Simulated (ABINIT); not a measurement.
A run of ABINIT 10.8.3 (patched build) is set up as follows.

File run.abi:

```
# Pseudopotentials
pp_dirpath "./"
pseudos "Si.GGA_PBE-ansatz.xml, S.GGA_PBE-ansatz.xml"

# Structure
acell 3*1.0
rprim
    -4.7724655332     4.7724655332     4.7724655332
     4.7724655332    -4.7724655332     4.7724655332
     4.7724655332     4.7724655332    -4.7724655332
ntypat 2
znucl 14 16
natom 4
typat 1 1 1 2
xred
     0.0000000000     0.5000000000     0.5000000000
     0.5000000000     0.0000000000     0.5000000000
     0.5000000000     0.5000000000     0.0000000000
     0.0000000000     0.0000000000     0.0000000000

# Plane-wave basis
ecut 326.536635 eV
pawecutdg 24.0
pawxcdev 0
pawovlp 30

# k points
kptopt 1
ngkpt 6 6 6
nshiftk 1
shiftk 0.0 0.0 0.0

# Exchange and correlation
ixc -116133

# Bands and occupations
nband 13
occopt 3
tsmear 0.00183747

# SCF cycle
nstep 100
tolvrs 1.0e-9

# Output
iomode 3
prtwf 0
prtden 0
prteig 0
prtebands 0
prtvol 2
```

Potentials or basis: Ansatz PAW PBE default generated set, frozen core.

Launch:

```bash
$ abinit run.abi > log 2>&1
```

Q: Estimate the band gap on the k mesh.

A: None (metal or under the smearing width).

Q: What does it give for the pressure?

A: -3.8 GPa.

Caveat: the PAW data sets were made with another functional, which shifts forces and pressure a little; the atomic spheres overlap.
